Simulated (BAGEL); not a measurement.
**PBE0/aug-cc-pVDZ (density fitting with qzvpp-jkfit) run of BF3 (boron trifluoride)**

What is the energy change on altering one bond length of BF3 (boron trifluoride) at PBE0/aug-cc-pVDZ (density fitting with qzvpp-jkfit)? 

The calculation is run with BAGEL 1.2.2.

9 further runs of the same task are left out: 9 set aside as unsound or not needed.

## 1. Starting point

The species is BF3 (4 atoms), meant as a singlet with charge 0. SMILES: `FB(F)F`. The shape is that of a GFN2-xTB optimisation.

Bond lengths: B1–F2 1.301 Å, B1–F3 1.301 Å, B1–F4 1.301 Å. Angles: F2–B1–F3 120.0°, F2–B1–F4 120.0°, F3–B1–F4 120.0°.

## 2. The energy at PBE0/aug-cc-pVDZ (density fitting with qzvpp-jkfit)

Input file calc.json:

```json
{ "bagel" : [

{
  "title" : "molecule",
  "basis" : "aug-cc-pvdz.json",
  "df_basis" : "qzvpp-jkfit",
  "angstrom" : "true",
  "geometry" : [
    { "atom" : "B", "xyz" : [    0.000110,    0.000040,   -0.000210 ] },
    { "atom" : "F", "xyz" : [    1.300290,   -0.027650,    0.013460 ] },
    { "atom" : "F", "xyz" : [   -0.626240,    1.139760,   -0.017260 ] },
    { "atom" : "F", "xyz" : [   -0.674160,   -1.112140,    0.004010 ] }
  ]
},
{
  "title" : "ks",
  "xc_func" : "pbe0"
},
{
  "title" : "print",
  "file" : "orbitals.molden",
  "orbitals" : "true"
}

]}
```

The basis set aug-cc-pVDZ is read from a file made from the Basis Set Exchange's data (not shown).

Started as:

```bash
$ BAGEL_NUM_THREADS=1 BAGEL calc.json > calc.out
```

Standard output:

```text
* using 1 threads per process

  ===============================================================
  ===============================================================

  *** Geometry ***

  { "atom" : "B", "xyz" : [      0.000208,      0.000076,     -0.000397 ] },
  { "atom" : "F", "xyz" : [      2.457192,     -0.052251,      0.025436 ] },
  { "atom" : "F", "xyz" : [     -1.183422,      2.153834,     -0.032617 ] },
  { "atom" : "F", "xyz" : [     -1.273978,     -2.101640,      0.007578 ] },

  Number of auxiliary basis functions:      306

  Since a DF basis is specified, we compute 2- and 3-index integrals:
    o Being stored without compression. Storage requirement is 0.021 GB

  Number of basis functions:       92
  Number of electrons      :       32

    * METHOD: MOLECULE                             0.10

  *** Kohn-Sham DFT ***

    * Removing 6196 points whose weight is below 1.00e-10
    * Grid points: 53428

  === Nuclear Repulsion ===
   112.0111739615

       - DIIS with orbital gradients will be used.

  === KS iteration (pbe0 / aug-cc-pvdz.json) ===
      0       -304.14770696          0.09928591           0.15
      1       -287.17627426          0.19869479           0.15
      2       -311.96551767          0.08931532           0.15
      3       -322.78165665          0.05691281           0.15
      4       -324.16502567          0.01332174           0.14
      5       -324.24856549          0.00679389           0.14
      6       -324.26574981          0.00377963           0.15
      7       -324.27242806          0.00122340           0.15
      8       -324.27318508          0.00005482           0.15
      9       -324.27318661          0.00001617           0.15
     10       -324.27318672          0.00000726           0.15
     11       -324.27318675          0.00000056           0.15
     12       -324.27318675          0.00000010           0.15
     13       -324.27318675          0.00000013           0.15
     14       -324.27318675          0.00000001           0.15
     15       -324.27318675          0.00000000           0.15
    * SCF iteration converged.

    * Permanent dipole moment:
           (   -0.000388,    -0.000127,     0.000487) a.u.

    * METHOD: KS                                   2.58

    * METHOD: PRINT                                0.02

  ===============================================================
```

Run time: 2.8 s. Hardware: 1 thread of Arm Neoverse V1, shared host; peak memory 0.25 GiB.

## 3. The distorted shape at the same level

Input file job.json:

```json
{ "bagel" : [

{
  "title" : "molecule",
  "basis" : "aug-cc-pvdz.json",
  "df_basis" : "qzvpp-jkfit",
  "angstrom" : "true",
  "geometry" : [
    { "atom" : "B", "xyz" : [       0.094066,      -0.170924,       0.002348 ] },
    { "atom" : "F", "xyz" : [       1.394246,      -0.198614,       0.016018 ] },
    { "atom" : "F", "xyz" : [      -0.626240,       1.139760,      -0.017260 ] },
    { "atom" : "F", "xyz" : [      -0.580204,      -1.283104,       0.006568 ] }
  ]
},

{
  "title" : "ks",
  "xc_func" : "pbe0"
},

{
  "title" : "print",
  "file" : "orbitals.molden",
  "orbitals" : "true"
}

]}
```

The basis set aug-cc-pVDZ is read from a file made from the Basis Set Exchange's data (not shown).

Started as:

```bash
$ BAGEL_NUM_THREADS=1 BAGEL job.json > job.out
```

Standard output:

```text
* using 1 threads per process

  ===============================================================
  ===============================================================

  *** Geometry ***

  { "atom" : "B", "xyz" : [      0.177759,     -0.323000,      0.004437 ] },
  { "atom" : "F", "xyz" : [      2.634743,     -0.375326,      0.030270 ] },
  { "atom" : "F", "xyz" : [     -1.183422,      2.153834,     -0.032617 ] },
  { "atom" : "F", "xyz" : [     -1.096427,     -2.424715,      0.012412 ] },

  Number of auxiliary basis functions:      306

  Since a DF basis is specified, we compute 2- and 3-index integrals:
    o Being stored without compression. Storage requirement is 0.021 GB

  Number of basis functions:       92
  Number of electrons      :       32

    * METHOD: MOLECULE                             0.10

  *** Kohn-Sham DFT ***

    * Removing 5938 points whose weight is below 1.00e-10
    * Grid points: 53686

  === Nuclear Repulsion ===
   106.9391102483

       - DIIS with orbital gradients will be used.

  === KS iteration (pbe0 / aug-cc-pvdz.json) ===
      0       -303.98879915          0.09639288           0.16
      1       -288.03042058          0.19040669           0.15
      2       -311.60600747          0.08823246           0.15
      3       -322.78872215          0.05612366           0.15
      4       -324.10087086          0.01612493           0.15
      5       -324.21097316          0.00946550           0.15
      6       -324.25150699          0.00336033           0.15
      7       -324.25633714          0.00128663           0.15
      8       -324.25721493          0.00011832           0.16
      9       -324.25722276          0.00001648           0.16
     10       -324.25722285          0.00000558           0.16
     11       -324.25722287          0.00000199           0.16
     12       -324.25722287          0.00000057           0.16
     13       -324.25722287          0.00000025           0.16
     14       -324.25722287          0.00000006           0.16
     15       -324.25722287          0.00000002           0.16
     16       -324.25722287          0.00000000           0.16
    * SCF iteration converged.

    * Permanent dipole moment:
           (   -0.167946,     0.304838,    -0.004114) a.u.

    * METHOD: KS                                   2.89

    * METHOD: PRINT                                0.02

  ===============================================================
```

Run time: 3.3 s. Hardware: 1 thread of Arm Neoverse V1, shared host; peak memory 0.25 GiB.

## 4. Results

Level: PBE0/aug-cc-pVDZ (density fitting with qzvpp-jkfit).

```
                                                         quantity          value
                                        first shape: total energy  -324.27319 Eh
                                       first shape: dipole moment         0.00 D
                                         first shape: HOMO energy      -12.27 eV
                                         first shape: LUMO energy       -0.13 eV
                                       first shape: HOMO–LUMO gap       12.14 eV
                                    distorted shape: total energy  -324.25722 Eh
                                   distorted shape: dipole moment         0.88 D
                                     distorted shape: HOMO energy      -11.96 eV
                                     distorted shape: LUMO energy       -0.39 eV
                                   distorted shape: HOMO–LUMO gap       11.57 eV
energy change with the B1–F3 bond stretched from 1.301 to 1.496 Å       0.434 eV
```

**Reading.** With the B1–F3 bond stretched from 1.301 to 1.496 Å the energy rises by 0.43 eV (10.0 kcal/mol). The first shape isn't relaxed at this level, so the change isn't measured from a minimum.
